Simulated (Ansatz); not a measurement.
# NaS5: the cost of one run

Method: DFT PBE, scalar-relativistic, plane waves, PAW, in Ansatz 0.2.0.

### 1 The system as given

It takes space group P6/mmm (No. 191, hexagonal). Conventional cell: a = 5.956 Å, b = 5.956 Å, c = 4.846 Å, α = 90.00°, β = 90.00°, γ = 120.00°. Around Na (site symmetry 6/mmm) lie 18 S at 3.44 to 3.84 Å. Around S (site symmetry -6m2) lie 9 S at 2.97 to 3.44 Å and 3 Na at 3.44 Å. S (site symmetry mmm) is surrounded by 8 S at 2.97 to 2.98 Å and 4 Na at 3.84 Å.

Coordinates:

```cif
data_structure
_symmetry_space_group_name_H-M 'P6/mmm'
_symmetry_Int_Tables_number 191
_cell_length_a 5.9557
_cell_length_b 5.9557
_cell_length_c 4.8462
_cell_angle_alpha 90.000
_cell_angle_beta 90.000
_cell_angle_gamma 120.000
_cell_volume 148.86
loop_
_atom_site_label
_atom_site_type_symbol
_atom_site_symmetry_multiplicity
_atom_site_Wyckoff_symbol
_atom_site_fract_x
_atom_site_fract_y
_atom_site_fract_z
_atom_site_occupancy
Na1 Na 1 a 0.00000 0.00000 0.00000 1
S1 S 2 c 0.33333 0.66667 0.00000 1
S2 S 3 g 0.50000 0.00000 0.50000 1
```

The cell is invented: species swapped into a database cell of DyNi5 (P6/mmm, No. 191), with Na on the Dy sites and S on the Ni sites. Its size is a rough estimate.

### 2 Probe: one point on a coarse mesh

input.yaml

```yaml
crystal:
  lattice:
    - [5.95568253, 0.0, 0.0]
    - [-2.97784126, 5.15777237, 0.0]
    - [0.0, 0.0, 4.84616852]
  atoms:
    - { symbol: Na, position: [0.0, 0.0, 0.0] }
    - { symbol: S, position: [0.33333333, 0.66666667, 0.0] }
    - { symbol: S, position: [0.66666667, 0.33333333, 0.0] }
    - { symbol: S, position: [0.5, 0.0, 0.5] }
    - { symbol: S, position: [0.5, 0.5, 0.5] }
    - { symbol: S, position: [0.0, 0.5, 0.5] }
basis:
  ecutwfc: 420
kpoints:
  mp_grid: { grid: [3, 3, 4] }
hamiltonian:
  xc: pbe
scf:
  occupations: { method: gaussian, width: 0.1 }
  lower_state_search: "off"
output:
  forces: true
  stress: true
  eigenvalues: true
```

Started as:

```sh
ansatz run input.yaml --threads 1 --pin off --max-ram 2048MiB --backend cpu --events-out ev --progress --plain --runs-dir out
```

Q: Estimate wall time and peak memory on 1 thread of Arm Neoverse V1, shared host.

About 2.4 s, with a peak of 0.34 GiB.
